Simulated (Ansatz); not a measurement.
# CH5NSn: how energies converge with the basis set

One table from this session's results is given with a row withheld; the runs are named, their logs left out.

Method: one geometry, several basis sets; program: Ansatz 0.2.0, Gaussian basis.

The runs, in order: PBE0-D4/def2-SVP; ωB97M-V/def2-SVP; PBE0-D4/def2-QZVPP; ωB97M-V/def2-QZVPP; the functionals' def2-TZVPP values are taken from earlier runs.

## Structure used throughout

An earlier PBE0-D4 in a triple-zeta def2 set relaxation fixed the geometry. Sn takes the def2 core potential; no spin-orbit term is included.

SMILES `N=[CH][SnH3]`, 8 atoms, charge 0, spin multiplicity 1.

Atoms are counted from 1 here; the program's logs count them from 0.

Bond lengths: N1–C2 1.265 Å, N1–H4 1.024 Å, C2–Sn3 2.158 Å, C2–H5 1.101 Å, Sn3–H6 1.700 Å, Sn3–H7 1.709 Å, Sn3–H8 1.709 Å. Angles: C2–N1–H4 111.7°, N1–C2–Sn3 118.6°, N1–C2–H5 122.5°, Sn3–C2–H5 118.9°, C2–Sn3–H6 108.6°, C2–Sn3–H7 109.2°, C2–Sn3–H8 109.2°, H6–Sn3–H7 110.8°, H6–Sn3–H8 110.8°, H7–Sn3–H8 108.3°.

Geometry (Å):

```xyz
8
CH5NSn
N    -1.2839    0.9697   -0.8507
C    -0.4618    0.0088   -0.8328
Sn    0.7562   -0.2749    0.9256
H    -1.8042    1.0064   -1.7318
H    -0.3444   -0.6859   -1.6786
H     0.3497    0.9179    2.0662
H     2.4048   -0.1605    0.4901
H     0.4755   -1.8384    1.5562
```

The first run:

The input, in.yaml:

```yaml
crystal:
  periodic: [false, false, false]
  atoms:
    - {symbol: N, position_ang: [-1.283920, 0.969689, -0.850698]}
    - {symbol: C, position_ang: [-0.461761, 0.008763, -0.832759]}
    - {symbol: Sn, position_ang: [0.756228, -0.274948, 0.925578]}
    - {symbol: H, position_ang: [-1.804204, 1.006392, -1.731820]}
    - {symbol: H, position_ang: [-0.344373, -0.685934, -1.678574]}
    - {symbol: H, position_ang: [0.349660, 0.917880, 2.066235]}
    - {symbol: H, position_ang: [2.404842, -0.160536, 0.490103]}
    - {symbol: H, position_ang: [0.475528, -1.838408, 1.556235]}
basis:
  gaussian: {orbitals: def2-SVP}
hamiltonian: {xc: pbe0, dispersion: d4}
output: {orbitals: {seedname: orbitals}}
```

The run is started by

```sh
ansatz run in.yaml --threads 2 --pin off --events-out ev --progress --plain --max-ram 4352MiB
```

Steps of the session up to this table: PBE0-D4 in def2-SVP; ωB97M-V in def2-SVP; PBE0-D4 in def2-QZVPP; ωB97M-V in def2-QZVPP.

One of the session's tables, all rows but one given; the rest of the session is left out.

It belongs to the step «Functionals by basis». 

| functional | basis | HOMO (eV) |
| --- | --- | --- |
| PBE0-D4 | def2-SVP | -6.95 |
| PBE0-D4 | def2-TZVPP | -7.13 |
| PBE0-D4 | def2-QZVPP | -7.17 |
| ωB97M-V | def2-SVP | -9.17 |
| ωB97M-V | def2-TZVPP | -9.38 |
| ωB97M-V | def2-QZVPP | ? |

**Question.** Estimate the row for ωB97M-V, def2-QZVPP.

**Answer.** HOMO (eV): -9.41. In the column «HOMO (eV)» it is the lowest.
